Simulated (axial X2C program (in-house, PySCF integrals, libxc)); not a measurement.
**All-electron X2C curves of TiO⁺**

Aim: find the lowest determinant of TiO⁺, scan the bond at several levels and fit the constants, once spin-free and once with spin–orbit coupling.

Program: an in-house X2C program for linear molecules on PySCF integrals. Level of theory: all-electron X2C, Ti dyall-cv3z, O dyall-av3z. These are calculated values, not measurements.

## 1. Input

File task.json:

```json
{"zs": [22, 8], "q": 1, "bas": ["dyall-cv3z", "dyall-av3z"], "levels": ["PBE0", "HF", "M06"], "cc": true, "r0": 1.74, "thr": -1.0, "nmax": 90, "npts": 10, "nst": 2, "ntry": 6}
```

Keys: zs atomic numbers; q charge; bas basis sets; levels methods (HF also brings MP2); cc coupled cluster on or off; r0 starting distance in Å; thr threshold in hartree for freezing inner shells (an s shell follows its p shell); nmax most natural virtual spinors; npts points asked for on the curve; nst determinants followed; ntry starts of the search.

The run is started by

```console
$ python so2c.py task.json out
```

Spin-free means the one-electron spin-free X2C Hamiltonian; two-component (2c) means X2C with spin–orbit coupling and atomic mean-field two-electron Coulomb and Gaunt terms. Basis: Ti dyall-cv3z contracted to [10s10p6d4f2g], O dyall-av3z contracted to [7s6p3d2f]; Gaussian nuclei, density fitting. Masses: Ti 47.948 u, O 15.995 u.

Notation: σ, π±, δ± give the projection m of an orbital's angular momentum (0, ±1, ±2), α and β its spin, Λ and M_S the sums; ω is the projection of a spinor's total angular momentum and Ω the sum. Logs are in hartree.

The results follow Hamiltonian by Hamiltonian and level by level.

## 2. State search with PBE0

PBE0 moves the distance from 1.740 Å to 1.557 Å and compares determinants there.

Spin-free determinants:

| ΔE (eV) | state | open shells |
| --- | --- | --- |
| 0.00 | M_S = 1/2, Λ = 2 | beyond closed shells: δ+α |
| 1.40 | M_S = 1/2, Λ = 0 | beyond closed shells: σα |
| 1.83 | M_S = 1/2, Λ = 1 | beyond closed shells: π+α |
| 4.25 | M_S = 3/2, Λ = 2 | beyond closed shells: 2 × σα, δ+α |
| 4.48 | M_S = 1/2, Λ = 1 | beyond closed shells: π+α, π+β, π-β, δ+α, δ-α |
| 4.61 | M_S = 3/2, Λ = 1 | beyond closed shells: σα, π+α, π-α, π-β, δ+α |
| 4.61 | M_S = 3/2, Λ = 3 | beyond closed shells: σα, π+α, π+β, π-α, δ+α |

Two-component determinants:

| ΔE (eV) | state | open shells |
| --- | --- | --- |
| 0.00 | Ω = 3/2 | excess of +ω over −ω: ω = 3/2 |
| 0.03 | Ω = 5/2 | excess of +ω over −ω: ω = 5/2 |
| 1.42 | Ω = 1/2 | excess of +ω over −ω: ω = 1/2 |
| 4.19 | Ω = 1/2 | excess of +ω over −ω: ω = -1/2, ω = -3/2, ω = 5/2 |
| 4.25 | Ω = 1/2 | excess of +ω over −ω: 2 × ω = -1/2, ω = 3/2 |
| 4.28 | Ω = 7/2 | excess of +ω over −ω: 2 × ω = 1/2, ω = 5/2 |
| 4.48 | Ω = 1/2 | excess of +ω over −ω: 2 × ω = 3/2, ω = -5/2 |

## 3. PBE0, spin-free

State followed: M_S = 1/2, Λ = 2 (beyond closed shells: δ+α). The scan is laid around 1.557 Å, a first estimate of the minimum, and this SCF restarts from the orbitals of the search.

The SCF at the reference distance of 1.557 Å:

```text
spin-free X2C-1e  PBE0
basis functions 170  fitting functions 936  grid points 5074
iter        total energy     max residual
   1       -928.602057031     2.26e-05
   2       -928.602057032     4.67e-05
   3       -928.602057045     2.05e-05
   4       -928.602057050     6.27e-06
   5       -928.602057052     1.30e-06
converged
one-electron -1385.80855701  Coulomb 447.97952329  exact exchange -12.35875213  xc functional -38.23134835  nuclear repulsion 59.81707715
```

Along the bond, energies from the lowest point:

```
R (Å)  E (eV)  μ (D)  HOMO (eV)  LUMO (eV)  iterations
1.355  1.6384  -4.60     -11.44      -8.24          11
1.417  0.7076  -5.14     -11.77      -8.43          11
1.464  0.2900  -5.51     -12.01      -8.56          12
1.510  0.0662  -5.85     -12.24      -8.68          12
1.557  0.0000  -6.17     -12.46      -8.80           5
1.611  0.0811  -6.50     -12.69      -8.92          13
1.666  0.2931  -6.79     -12.91      -9.04          13
1.736  0.7015  -7.10     -13.14      -9.17          15
1.822  1.3180  -7.32     -13.31      -9.28          17
1.946  2.2321  -7.23     -13.17      -9.23          22
```

Dipoles are positive if O is the positive end and refer to the centre of mass.

Outer orbitals at the reference distance:

| symmetry | occupied | ε (eV) | atomic character |
| --- | --- | --- | --- |
| σβ | yes | -30.50 | 66% O s, 13% Ti d, 10% Ti p |
| σα | yes | -30.27 | 66% O s, 13% Ti d, 10% Ti p |
| π-β | yes | -15.78 | 70% O p, 23% Ti d, 3% Ti f |
| π+β | yes | -15.78 | 70% O p, 23% Ti d, 3% Ti f |
| π+α | yes | -15.69 | 65% O p, 27% Ti d, 3% Ti f |
| π-α | yes | -15.67 | 66% O p, 27% Ti d, 3% Ti f |
| σβ | yes | -15.62 | 66% O p, 25% Ti d, 3% O s |
| σα | yes | -15.61 | 61% O p, 29% Ti d, 4% O s |
| δ+α | yes | -12.46 | 98% Ti d |
| σα | no | -8.80 | 59% Ti s, 13% O p, 12% Ti d |
| δ-α | no | -8.42 | 98% Ti d |
| σβ | no | -8.16 | 61% Ti s, 11% O p, 11% Ti d |
| π+α | no | -7.33 | 57% Ti d, 24% Ti p, 15% O p |

PBE0 fields in the half plane through the axis: z from -2.4 to 3.9 Å across, distance from the axis 0.15 to 2.25 Å upwards; Ti lies at z = 0 and O at z = 1.557 Å; the ELF is damped to zero where the density is low.

log10 density (e/bohr³). Ten even steps from '0' (-5.85 ) to '9' (1.40 ):
```
0011122222333222211100
0112223333333333222110
0122333444444444332210
1223344444555554433221
1233445555555555543321
2234456676666666544321
2334567787777776654322
2334567898777887654332
```

ELF. Ten even steps from ' ' (0.00 ) to '@' (0.89 ):
```
                                            
                                            
                      ..::::....            
                      ::======--..          
              ::::..  --######++==::        
          ..--**%%++..==%%@@@@%%**==..      
        ..==##@@@@@@==++@@@@@@@@%%++::      
      ..--##@@--@@::##**%%--==@@@@**--..    
```

Re = 1.556 Å, ωe = 1148 cm⁻¹, ωexe = 3.95 cm⁻¹, Be = 0.5803 cm⁻¹, De = 6.48 eV, μ = -6.16 D.

## 4. HF, spin-free

The SCF at the reference distance of 1.557 Å:

```text
spin-free X2C-1e  HF
basis functions 170  fitting functions 936  grid points 5074
iter        total energy     max residual
   1       -927.446965100     1.56e-01
   2       -927.468778599     3.00e-02
   3       -927.466030533     3.35e-02
   4       -927.477620306     4.73e-03
   5       -927.477935885     2.38e-03
   6       -927.478095511     2.04e-03
   7       -927.478250798     1.43e-03
   8       -927.478444833     9.71e-04
   9       -927.478609713     5.12e-04
  10       -927.478638476     3.21e-04
  11       -927.478645398     2.47e-04
  12       -927.478650302     2.16e-04
  13       -927.478652670     1.07e-04
  14       -927.478653824     7.90e-05
  15       -927.478654413     4.91e-05
  16       -927.478654555     1.16e-05
  17       -927.478654566     3.39e-06
  18       -927.478654567     1.58e-06
converged
one-electron -1384.73990431  Coulomb 446.95502499  exact exchange -49.51085239  xc functional 0.00000000  nuclear repulsion 59.81707715
```

No constants are quoted: the solution changes its character somewhere along the scan, so the fit is set aside.

## 5. M06, spin-free

Output at 1.557 Å:

```text
spin-free X2C-1e  M06
basis functions 170  fitting functions 936  grid points 5074
iter        total energy     max residual
   1       -928.817540863     6.92e-02
   2       -928.818652462     1.10e-02
   3       -928.804881125     4.06e-02
   4       -928.819844068     2.38e-03
   5       -928.819883337     3.36e-04
   6       -928.819885786     1.47e-04
   7       -928.819886805     9.30e-05
   8       -928.819887193     3.72e-05
   9       -928.819887241     1.18e-05
  10       -928.819887243     2.28e-06
converged
one-electron -1385.98801352  Coulomb 448.17834763  exact exchange -13.35182855  xc functional -37.47546996  nuclear repulsion 59.81707715
```

Re = 1.559 Å, ωe = 1139 cm⁻¹, ωexe = 3.77 cm⁻¹, Be = 0.5784 cm⁻¹, De = 6.96 eV, μ = -6.27 D.

## 6. Correlated methods, spin-free

Correlated methods: 9 electrons correlated (frozen shells, counted by type: Ti 3 s, 2 p; O 1 s), 281 virtual spinors in MP2, 90 natural virtuals in coupled cluster.

Output of the correlated part at 1.557 Å:

```text
correlated 9  virtual 281  natural virtual 90  E(MP2) -0.363544573  MP2 remainder -0.007788149
iter   CCSD correlation   residual
   1     -0.299590791   2.80e-01
   2     -0.326193995   2.01e-01
   3     -0.330379407   3.60e-02
   4     -0.331815680   1.88e-02
   5     -0.332512322   8.11e-03
   6     -0.332480869   3.25e-03
   7     -0.332490623   1.21e-03
   8     -0.332527105   4.20e-04
   9     -0.332528884   1.88e-04
  10     -0.332526313   1.01e-04
  11     -0.332529066   4.80e-05
  12     -0.332528850   1.22e-05
  13     -0.332528565   4.59e-06
  14     -0.332528538   1.95e-06
  15     -0.332528452   8.42e-07
  16     -0.332528469   4.02e-07
(T) -0.026980215  T1 0.0598  D1 0.0875  max T2 0.074
```

T1 in the output is the amplitude norm over the root of the electron number; divide by √2 for the Lee–Taylor value.

MP2: No constants are quoted: the reference changes its character somewhere along the scan, so the fit is set aside.

CCSD: No constants are quoted: the reference changes its character somewhere along the scan, so the fit is set aside.

CCSD(T): No constants are quoted: the reference changes its character somewhere along the scan, so the fit is set aside.

## 7. A higher determinant, spin-free

State: M_S = 1/2, Λ = 0 (beyond closed shells: σα).

Output at the reference distance:

```text
spin-free X2C-1e  PBE0
basis functions 170  fitting functions 936  grid points 5074
iter        total energy     max residual
   1       -928.550676494     6.41e-06
   2       -928.550676490     2.15e-05
   3       -928.550676494     1.11e-06
   4       -928.550676494     5.32e-07
converged
one-electron -1382.86616168  Coulomb 444.89145025  exact exchange -12.30472139  xc functional -38.08832082  nuclear repulsion 59.81707715
```

```
R (Å)  E above the lowest PBE0 point (eV)
1.355                               2.885
1.417                               2.010
1.464                               1.631
1.510                               1.440
1.557                               1.398
1.611                               1.496
1.666                               1.712
1.736                               2.101
1.822                               2.624
```

Re = 1.549 Å, ωe = 1128 cm⁻¹, Be = 0.5861 cm⁻¹, μ = -4.68 D. Te = 1.40 eV.

## 8. The spin-free curves together

Energy (eV) of the followed determinant, spin-free, from each level's lowest point:

```csv
R (Å),PBE0,HF (jumps),MP2 (its reference jumps),CCSD (its reference jumps),CCSD(T) (its reference jumps),M06
1.355,1.638,1.550,2.042,n/a,n/a,1.661
1.417,0.708,0.650,0.942,0.839,0.996,0.725
1.464,0.290,0.252,0.416,0.372,0.474,0.302
1.510,0.066,0.047,0.107,0.104,0.151,0.073
1.557,0.000,0.000,0.000,0.000,0.000,0.000
1.611,0.081,n/a,n/a,n/a,n/a,0.073
1.666,0.293,0.314,0.447,0.228,0.179,0.277
1.736,0.702,0.641,1.525,0.601,0.664,0.678
1.822,1.318,1.006,2.866,n/a,n/a,1.299
1.946,2.232,1.432,4.370,n/a,n/a,2.261
```

## 9. PBE0, 2c

State followed: Ω = 3/2 (excess of +ω over −ω: ω = 3/2). The scan is laid around 1.557 Å, a first estimate of the minimum, and this SCF restarts from the orbitals of the search.

The SCF at the reference distance of 1.557 Å:

```text
two-component X2C + atomic mean field  PBE0
basis functions 170  fitting functions 936  grid points 5074
iter        total energy     max residual
   1       -928.410518384     3.00e-05
   2       -928.410518405     2.18e-05
   3       -928.410518413     1.69e-05
   4       -928.410518424     8.31e-06
   5       -928.410518427     9.74e-07
   6       -928.410518427     2.64e-07
converged
one-electron -1385.33048261  Coulomb 447.87733667  exact exchange -12.35573600  xc functional -38.22216570  nuclear repulsion 59.81707715  atomic mean-field constant -0.19654794
```

Along the bond, energies from the lowest point:

```
R (Å)  E (eV)  μ (D)  HOMO (eV)  LUMO (eV)  iterations
1.355  1.6378  -4.60     -11.46      -8.23          11
1.417  0.7074  -5.14     -11.79      -8.42          11
1.464  0.2900  -5.51     -12.03      -8.55          12
1.510  0.0662  -5.85     -12.26      -8.68          12
1.557  0.0000  -6.16     -12.47      -8.79           6
1.611  0.0811  -6.49     -12.71      -8.92          13
1.666  0.2930  -6.78     -12.92      -9.03          13
1.736  0.7013  -7.10     -13.16      -9.17          15
1.822  1.3177  -7.32     -13.32      -9.28          17
1.946  2.2321  -7.23     -13.16      -9.23          24
```

Dipoles are positive if O is the positive end and refer to the centre of mass.

Outer spinors at the reference distance:

| ω | occupied | ε (eV) | atomic character | λ mixture |
| --- | --- | --- | --- | --- |
| 1/2 | yes | -30.50 | 66% O s, 13% Ti d, 10% Ti p | 100% σ |
| -1/2 | yes | -30.27 | 66% O s, 13% Ti d, 10% Ti p | 100% σ |
| -1/2 | yes | -15.79 | 70% O p, 23% Ti d, 3% Ti f | 100% π |
| 3/2 | yes | -15.77 | 70% O p, 23% Ti d, 3% Ti f | 100% π |
| 1/2 | yes | -15.71 | 65% O p, 27% Ti d, 3% Ti f | 100% π |
| -3/2 | yes | -15.66 | 66% O p, 27% Ti d, 3% Ti f | 100% π |
| 1/2 | yes | -15.62 | 66% O p, 25% Ti d, 3% O s | 100% σ |
| -1/2 | yes | -15.61 | 61% O p, 29% Ti d, 4% O s | 100% σ |
| 3/2 | yes | -12.47 | 98% Ti d | 100% δ |
| -1/2 | no | -8.79 | 59% Ti s, 13% O p, 12% Ti d | 100% σ |
| -5/2 | no | -8.41 | 98% Ti d | 100% δ |
| 1/2 | no | -8.16 | 61% Ti s, 11% O p, 11% Ti d | 100% σ |
| 1/2 | no | -7.34 | 57% Ti d, 24% Ti p, 15% O p | 100% π |

PBE0 fields in the half plane through the axis: z from -2.4 to 3.9 Å across, distance from the axis 0.15 to 2.25 Å upwards; Ti lies at z = 0 and O at z = 1.557 Å; the ELF is damped to zero where the density is low.

log10 density (e/bohr³). Ten even steps from ' ' (-5.85 ) to '@' (1.40 ):
```
    ......::::::::::------::::::::......    
  ....::::::--------------------::::::....  
  ..::::------==================----::::..  
..::::----==========++++++++++====----::::..
..::----====++++++++++++++++++++++==----::..
::::--====++****##**************++====--::..
::----==++**####%%############****++==--::::
::----==++**##%%@@%%######%%%%##**++==----::
```

ELF. Ten even steps from '0' (0.00 ) to '9' (0.89 ):
```
0000000000000000000000
0000000000000000000000
0000000000012211000000
0000000000024443100000
0000000221037775420000
0000013685148998641000
0000147999459999852000
0001379392768349963100
```

Re = 1.556 Å, ωe = 1148 cm⁻¹, ωexe = 3.95 cm⁻¹, Be = 0.5803 cm⁻¹, De = 6.47 eV, μ = -6.16 D.

## 10. HF, 2c

The SCF at the reference distance of 1.557 Å:

```text
two-component X2C + atomic mean field  HF
basis functions 170  fitting functions 936  grid points 5074
iter        total energy     max residual
   1       -927.255560733     1.56e-01
   2       -927.277371492     3.00e-02
   3       -927.274621209     3.35e-02
   4       -927.286208213     4.74e-03
   5       -927.286523611     2.38e-03
   6       -927.286683180     2.05e-03
   7       -927.286838667     1.44e-03
   8       -927.287033651     9.74e-04
   9       -927.287199899     5.16e-04
  10       -927.287229123     3.24e-04
  11       -927.287236165     2.49e-04
  12       -927.287241158     2.18e-04
  13       -927.287243596     1.07e-04
  14       -927.287244752     7.96e-05
  15       -927.287245331     4.93e-05
  16       -927.287245470     1.17e-05
  17       -927.287245481     3.37e-06
  18       -927.287245481     1.56e-06
converged
one-electron -1384.26277660  Coulomb 446.85390934  exact exchange -49.49890743  xc functional 0.00000000  nuclear repulsion 59.81707715  atomic mean-field constant -0.19654794
```

No constants are quoted: the solution changes its character somewhere along the scan, so the fit is set aside.

## 11. M06, 2c

Output at 1.557 Å:

```text
two-component X2C + atomic mean field  M06
basis functions 170  fitting functions 936  grid points 5074
iter        total energy     max residual
   1       -928.626100560     6.92e-02
   2       -928.627205718     1.10e-02
   3       -928.613440789     4.06e-02
   4       -928.628396814     2.37e-03
   5       -928.628435935     3.35e-04
   6       -928.628438385     1.47e-04
   7       -928.628439406     9.30e-05
   8       -928.628439795     3.71e-05
   9       -928.628439843     1.18e-05
  10       -928.628439845     2.28e-06
converged
one-electron -1385.50941627  Coulomb 448.07560058  exact exchange -13.34856260  xc functional -37.46659076  nuclear repulsion 59.81707715  atomic mean-field constant -0.19654794
```

Re = 1.559 Å, ωe = 1139 cm⁻¹, ωexe = 3.76 cm⁻¹, Be = 0.5784 cm⁻¹, De = 6.95 eV, μ = -6.27 D.

## 12. MP2 and beyond, 2c

Correlated methods: 9 electrons correlated (frozen shells, counted by type: Ti 3 s, 2 p; O 1 s), 281 virtual spinors in MP2, 90 natural virtuals in coupled cluster.

Output of the correlated part at 1.557 Å:

```text
correlated 9  virtual 281  natural virtual 90  E(MP2) -0.363456676  MP2 remainder -0.007768915
iter   CCSD correlation   residual
   1     -0.299614363   2.79e-01
   2     -0.326181088   2.01e-01
   3     -0.330369394   3.60e-02
   4     -0.331807061   1.87e-02
   5     -0.332501885   8.09e-03
   6     -0.332469789   3.24e-03
   7     -0.332480757   1.20e-03
   8     -0.332516716   4.16e-04
   9     -0.332518509   1.86e-04
  10     -0.332515973   1.00e-04
  11     -0.332518699   4.76e-05
  12     -0.332518478   1.26e-05
  13     -0.332518191   5.18e-06
  14     -0.332518158   2.64e-06
  15     -0.332518053   1.53e-06
  16     -0.332518089   9.77e-07
  17     -0.332518086   6.12e-07
(T) -0.026954397  T1 0.0597  D1 0.0876  max T2 0.074
```

MP2: No constants are quoted: the reference changes its character somewhere along the scan, so the fit is set aside.

CCSD: No constants are quoted: the reference changes its character somewhere along the scan, so the fit is set aside.

CCSD(T): No constants are quoted: the reference changes its character somewhere along the scan, so the fit is set aside.

## 13. A higher determinant, 2c

State: Ω = 5/2 (excess of +ω over −ω: ω = 5/2).

Output at the reference distance:

```text
two-component X2C + atomic mean field  PBE0
basis functions 170  fitting functions 936  grid points 5074
iter        total energy     max residual
   1       -928.409485245     6.86e-06
   2       -928.409485244     1.32e-05
converged
one-electron -1385.31941886  Coulomb 447.86662492  exact exchange -12.35558936  xc functional -38.22163116  nuclear repulsion 59.81707715  atomic mean-field constant -0.19654794
```

```
R (Å)  E above the lowest PBE0 point (eV)
1.355                               1.664
1.417                               0.735
1.464                               0.317
1.510                               0.094
1.557                               0.028
1.611                               0.109
1.666                               0.322
1.736                               0.730
1.822                               1.347
```

Re = 1.556 Å, ωe = 1148 cm⁻¹, ωexe = 3.95 cm⁻¹, Be = 0.5804 cm⁻¹, μ = -6.15 D. Te = 0.03 eV.

## 14. The 2c curves together

Energy (eV) of the followed determinant, 2c, from each level's lowest point:

```csv
R (Å),PBE0,HF (jumps),MP2 (its reference jumps),CCSD (its reference jumps),CCSD(T) (its reference jumps),M06
1.355,1.638,1.549,2.041,n/a,n/a,1.661
1.417,0.707,0.650,0.941,0.839,0.997,0.725
1.464,0.290,0.252,0.415,0.371,0.474,0.302
1.510,0.066,0.047,0.106,0.103,0.151,0.073
1.557,0.000,0.000,0.000,0.000,0.000,0.000
1.611,0.081,n/a,n/a,n/a,n/a,0.073
1.666,0.293,0.315,0.441,0.230,0.179,0.277
1.736,0.701,0.642,1.520,0.601,0.660,0.678
1.822,1.318,1.008,2.864,n/a,n/a,1.298
1.946,2.232,1.434,4.369,n/a,n/a,2.261
```

Time for the job: 95 s (1 thread of Arm Neoverse V2, shared host).

## 15. Results

Lowest determinant that the search found at its distance, spin-free: M_S = 1/2, Λ = 2 (beyond closed shells: δ+α).

Lowest determinant that the search found at its distance, 2c: Ω = 3/2 (excess of +ω over −ω: ω = 3/2).

| Hamiltonian | level | Re (Å) | ωe (cm⁻¹) | De (eV) | μ (D) |
| --- | --- | --- | --- | --- | --- |
| spin-free | PBE0 | 1.556 | 1148 | 6.48 | -6.16 |
| spin-free | M06 | 1.559 | 1139 | 6.96 | -6.27 |
| 2c | PBE0 | 1.556 | 1148 | 6.47 | -6.16 |
| 2c | M06 | 1.559 | 1139 | 6.95 | -6.27 |

Dipoles are positive if O is the positive end and refer to the centre of mass. No constants: spin-free HF (the solution changes its character somewhere along the scan, so the fit is set aside); spin-free MP2 (the reference changes its character somewhere along the scan, so the fit is set aside); spin-free CCSD (the reference changes its character somewhere along the scan, so the fit is set aside); spin-free CCSD(T) (the reference changes its character somewhere along the scan, so the fit is set aside); 2c HF (the solution changes its character somewhere along the scan, so the fit is set aside); 2c MP2 (the reference changes its character somewhere along the scan, so the fit is set aside); 2c CCSD (the reference changes its character somewhere along the scan, so the fit is set aside); 2c CCSD(T) (the reference changes its character somewhere along the scan, so the fit is set aside).

Time per point (s) on 1 thread of Arm Neoverse V2, shared host (2c runs); the times are rough: PBE0 0.39, M06 0.62.

**Reading.** At PBE0, going from spin-free to two-component changes Re by 0 mÅ, ωe by 0.0 %, which is small (part of it comes from the scalar share of the two-electron terms). De moves by 0.00 eV; both De rest on single-determinant atoms, which can miss part of an open shell's spin–orbit lowering.

De refers to Ti+ + O, each in the lowest determinant found, which need not be this curve's own limit. The state is a single determinant with fixed occupations, the lowest that a limited PBE0 search found. De is counted from the lowest determinant-based energies of the atoms at the same level, without counterpoise correction. Density functionals use the spin component along the axis (collinear). The meta-GGAs lack a current-density term, which matters for open shells with orbital currents, atoms included. The spin-free determinant is spin-contaminated at some levels.
